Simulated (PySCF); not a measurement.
# C4H9NO2Si: electronic excitations

What electronic excitations should C4H9NO2Si (`C[C@@H]1C[Si@@H](C(N)=O)O1`) show?

The runs use PySCF 2.14.0, with density-fitted response routines of our own; the level of theory stands in each step. All values are computed, except where a source is named. Atoms count from 0, in the outputs and in this text.

**1. The starting structure**

17 atoms, charge 0, multiplicity 1; geometry from: GFN2-xTB.

Bonds of the start (Å): C0–C1 1.51, C1–C2 1.53, C2–Si3 1.91, Si3–C4 1.91, C4–N5 1.35, C4–O6 1.21, Si3–O7 1.66, O7–C1 1.44, C0–H8 1.09, C0–H9 1.09, C0–H10 1.09, C1–H11 1.09, C2–H12 1.09, C2–H13 1.08, Si3–H14 1.46, N5–H15 1.01, N5–H16 1.00.

**2. Excited states and response: PBE0/def2-SVPD**

Job settings and geometry (Å):

```
{"job": {"kind": "uv", "xc": "PBE0", "basis": "def2-SVPD", "nstates": 8, "ntriplets": 3}, "charge": 0, "multiplicity": 1}
C     -2.005100    -0.152390    -1.502377
C     -0.658969     0.309823    -0.988503
C      0.395233    -0.802027    -0.913383
Si     0.160491    -0.615671     0.971451
C      1.551644    -0.011770     2.137720
N      1.853596     1.302199     2.065629
O      2.129735    -0.770129     2.890236
O     -0.743247     0.659749     0.406044
H     -2.745055     0.633255    -1.372874
H     -1.933327    -0.404007    -2.557325
H     -2.325093    -1.027746    -0.943352
H     -0.329109     1.198702    -1.534306
H      1.352500    -0.510043    -1.334252
H      0.078725    -1.732238    -1.371707
H     -0.615925    -1.682885     1.596886
H      2.540753     1.691436     2.694206
H      1.286148     1.925770     1.519114
```

Method: TDDFT PBE0/def2-SVPD, vertical, gas phase, core orbitals frozen in the response.

Started as:

```console
OMP_NUM_THREADS=1 python probes_run.py task.json out
```

This one command runs all jobs of the session in turn.

Output:

```text
coarse grid: 14784 points
cycle   1  E = -651.3940873868  dE =  1.225e+00  |g| = 1.020e+00  |ddm| = 5.764e+00
cycle   2  E = -650.7022776342  dE =  6.918e-01  |g| = 2.094e+00  |ddm| = 3.667e+00
cycle   3  E = -651.5935289594  dE = -8.913e-01  |g| = 2.998e-01  |ddm| = 2.624e+00
cycle   4  E = -651.6099147551  dE = -1.639e-02  |g| = 1.241e-01  |ddm| = 4.072e-01
cycle   5  E = -651.6126511890  dE = -2.736e-03  |g| = 3.925e-02  |ddm| = 1.741e-01
cycle   6  E = -651.6129836445  dE = -3.325e-04  |g| = 7.036e-03  |ddm| = 5.501e-02
cycle   7  E = -651.6129933557  dE = -9.711e-06  |g| = 2.622e-03  |ddm| = 1.346e-02
final grid: 138520 points
cycle   8  E = -651.7076641240  dE = -1.141e-05  |g| = 1.655e-02  |ddm| = 1.301e-01
cycle   9  E = -651.7075220074  dE =  1.421e-04  |g| = 3.134e-02  |ddm| = 4.983e-02
cycle  10  E = -651.7077180350  dE = -1.960e-04  |g| = 3.519e-03  |ddm| = 3.222e-02
cycle  11  E = -651.7077205904  dE = -2.555e-06  |g| = 4.500e-04  |ddm| = 3.953e-03
cycle  12  E = -651.7077206251  dE = -3.471e-08  |g| = 1.904e-04  |ddm| = 8.906e-04
cycle  13  E = -651.7077206324  dE = -7.272e-09  |g| = 5.125e-05  |ddm| = 2.996e-04
cycle  14  E = -651.7077206330  dE = -6.028e-10  |g| = 1.696e-05  |ddm| = 1.014e-04
converged SCF energy = -651.7077206330

Static polarisability (au): isotropic 85.827, principal 69.632 82.717 105.131

Singlet excitations
state   eV       nm        f      main configurations
  1   4.4146    280.9   0.00329   H->L 0.95
  2   5.9536    208.3   0.02482   H-1->L 0.78, H-2->L 0.14
  3   6.0934    203.5   0.01779   H->L+1 0.59, H->L+2 0.13, H-1->L 0.12
  4   6.4964    190.9   0.03217   H-2->L 0.66, H->L+2 0.12
  5   6.7304    184.2   0.02307   H-3->L 0.93
  6   6.7466    183.8   0.03377   H->L+2 0.60, H->L+1 0.23
  7   6.9703    177.9   0.03631   H-4->L 0.73, H->L+3 0.16
  8   7.1246    174.0   0.00985   H->L+3 0.56, H-4->L 0.16

Triplet excitations (Tamm-Dancoff, eV): 3.7853 4.7431 5.5607
```

It took 2.1 min on 1 thread of Intel Xeon at 2.50GHz, shared host; peak memory 0.91 GiB.

The orbitals next to the gap, with their largest atomic shares:

| orbital | eV | atoms |
| --- | --- | --- |
| HOMO−3 | -8.86 | O7 48 %, C2 16 %, Si3 9 % |
| HOMO−2 | -8.17 | N5 42 %, O6 28 %, C4 10 % |
| HOMO−1 | -8.09 | O7 30 %, C2 15 %, Si3 12 % |
| HOMO | -7.09 | O6 54 %, C4 15 %, Si3 9 % |
| LUMO | -0.88 | C4 25 %, Si3 23 %, O6 18 % |
| LUMO+1 | 0.33 | Si3 18 %, O7 9 %, H16 8 % |
| LUMO+2 | 0.87 | Si3 19 %, C4 14 %, O6 10 % |

With each of the 8 states as a Gaussian band of 0.4 eV half-width at 1/e, the curve within the window shown has maxima at 281 nm (ε 130), 184 nm (ε 4,500) L/(mol cm). Beyond the last state computed it falls off for lack of states. The curve at chosen wavelengths:

nm, ε (L/mol/cm) and a bar:
```
      167        761 #####
      173       2364 ################
      180       4213 #############################
      186       4378 ##############################
      192       3518 ########################
      199       2606 ##################
      205       2156 ###############
      211       1645 ###########
      218        927 ######
      224        444 ###
      230        173 #
      237         48 
      243         19 
      249         21 
      255         39 
      262         71 
      268        101 #
      274        123 #
      281        133 #
      287        126 #
      293        108 #
      300         81 
      306         59 
      312         40 
      319         23 
      325         14
```

Ground-state properties from the same run:

| property | computed |
| --- | --- |
| dipole moment (D) | 3.44 |
| polarisability (Å³) | 12.72 |
| HOMO–LUMO gap (eV) | 6.20 |
| −ε(HOMO) (eV) | 7.09 |

**3. Outcome**

```
                                quantity                        value
         lowest singlet (PBE0/def2-SVPD)  4.41 eV (281 nm), f = 0.003
brightest single state of those computed  state 7, 6.97 eV, f = 0.036
                          lowest triplet                      3.79 eV
```

In words: The first singlet state (HOMO→LUMO 0.95) lies at 4.41 eV and is weak; of the 8 states computed, the strongest absorption comes from states 5 to 6 together at 6.75 eV. The lowest triplet lies 0.63 eV below the lowest singlet (triplets in Tamm-Dancoff, singlets in full TDDFT).
